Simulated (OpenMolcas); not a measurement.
# Yb³⁺ with 6 ligands (bromide): CASSCF and CASPT2 levels and susceptibility

Which state of Yb³⁺ lies lowest among these ligands, how large is the field, and what χT follows?

Method: state-averaged CASSCF and CASPT2, spin-orbit coupling by RASSI with atomic mean-field integrals. Code: OpenMolcas 26.06.

## Step 1: The atom as given

* Species: Yb³⁺ (ytterbium, Z = 70, 67 electrons)
* Basis: ANO-RCC-VDZP [7s6p4d2f1g], 230 functions with the ligands
* Scalar Hamiltonian: DKH2, point nucleus
* Inactive shells: 1s 2s 2p 3s 3p 3d 4s 4p 4d 5s 5p of the metal, and all ligand shells
* Active space: 13 electrons in 7 orbitals (4f)
* Some configurations of this space: 4f¹³
* Orbitals: optimised for the highest spin of each parity, averaged over all roots

The outer shells:

4f13
```
4f [↑↓][↑↓][↑↓][↑↓][↑↓][↑↓][↑ ]
```

Yb³⁺ is taken with 6 ligands (bromide) in trigonal prism coordination (D3h) at 2.67 Å, a polar angle of 46.2° against the regular 49.1°. A charge of +0.5 e stands 2.8 Å behind each ligand. Ligand basis ANO-RCC-VDZP. The distances are assumed, not relaxed.

```xyz
7

Yb    0.0000    0.0000    0.0000
Br    1.9256    0.0000    1.8496
Br   -0.9628    1.6676    1.8496
Br   -0.9628   -1.6676    1.8496
Br    1.9256    0.0000   -1.8496
Br   -0.9628    1.6676   -1.8496
Br   -0.9628   -1.6676   -1.8496
```

The work runs as a chain of OpenMolcas steps in one folder; each step below is one input file. Labels, J, g values, rates, χT and fits are worked out afterwards by a script from the matrices that RASSI stores.

## Step 2: Basis and integrals

Contents of a.inp:

```
&GATEWAY
Coord
7

Yb 0.0 0.0 0.0
Br 1.925616 0.000000 1.849569
Br -0.962808 1.667632 1.849569
Br -0.962808 -1.667632 1.849569
Br 1.925616 0.000000 -1.849569
Br -0.962808 1.667632 -1.849569
Br -0.962808 -1.667632 -1.849569
Basis=Yb.ANO-RCC-VDZP,Br.ANO-RCC-VDZP
Group=NoSym
NoMove
AngMom=0.0 0.0 0.0
AMFI
RICD
XField
6 Angstrom 0
3.944988 0.000000 3.789192 0.500000
-1.972494 3.416459 3.789192 0.500000
-1.972494 -3.416459 3.789192 0.500000
3.944988 0.000000 -3.789192 0.500000
-1.972494 3.416459 -3.789192 0.500000
-1.972494 -3.416459 -3.789192 0.500000
&SEWARD
```

Command:

```bash
$ OMP_NUM_THREADS=1 MOLCAS_MEM=2457 MOLCAS_PROJECT=a pymolcas a.inp > a.log
```

## Step 3: CASSCF: doublets, 7 roots

Contents of a.inp:

```
&RASSCF
FileOrb=start.orb
Symmetry=1
Spin=2
nActEl=13 0 0
Inactive=135
Ras2=7
CIRoot=7 7 1
SDav=7
CIMx=300
Iter=150 100
PrWF=0.3
OrbListing=Nothing
MaxOrb=0
LevShft=1.0
>>> COPY $Project.JobIph JOB001
```

start.orb holds start orbitals that the driver prepared beforehand, or those of the step before.

## Step 4: State interaction with spin-orbit coupling

Contents of a.inp:

```
&RASSI
NrOfJobIphs=1 7
1 2 3 4 5 6 7
IphNames
JOB001
EJob
SpinOrbit
DIPRint=1.0
SOCoupling=1000.0
Subsets=2
Property=9
'ANGMOM' 1 'ANGMOM' 2 'ANGMOM' 3 'MLTPL  1' 1 'MLTPL  1' 2 'MLTPL  1' 3
'AMFI' 1 'AMFI' 2 'AMFI' 3
SOProperty=3
'ANGMOM' 1 'ANGMOM' 2 'ANGMOM' 3
```

## Step 5: CASPT2: IPEA 0.25, imaginary shift 0.1 (closed shells correlated: 5s 5p of the metal, with ligand shells; the Frozen line counts the rest)

Contents of a.inp:

```
>>> COPY JOB001 $Project.JobIph
&CASPT2
Multistate=7 1 2 3 4 5 6 7
NoMult
Frozen=107
IPEA=0.25
Imaginary=0.1
MaxIter=60
WThr=0.0 0.3 0.05
PrWF=0.5
NoMix
```

(Steps that only read results are left out.)

What does the calculation give? Wanted: spin-free ground state; first state of the same spin within the active space; lowest level; next level.

The runs gave:

| quantity | value |
| --- | --- |
| method | SS-CASPT2, IPEA 0.25, imaginary shift 0.1 (closed shells correlated: 5s 5p of the metal, with ligand shells; the Frozen line counts the rest) |
| spin-free ground state | 2E, 2-fold in its orbital part |
| first state of the same spin within the active space | 2A2 at 147 cm⁻¹ |
| lowest level | 2-fold E3/2, g = 0.00, 0.00, 3.43 |
| next level | 40.8 cm⁻¹ |
| χT at 300 K | 2.50 cm³ K/mol |
| effective moment at 300 K | 4.47 μB |

Cost by method:

```csv
method,time of its own steps,time with the reference
A. CASSCF,4.3 min,4.3 min
"B. SS-CASPT2, IPEA 0.25, imaginary shift 0.1, +5s 5p",5.9 min,10 min
```

Times are of one thread on a shared host.

In words: The spin-free ground state (2E) is 2-fold and keeps the highest spin of the shell. The bonds are covalent and no ligand orbital is active, so the numbers are rough.
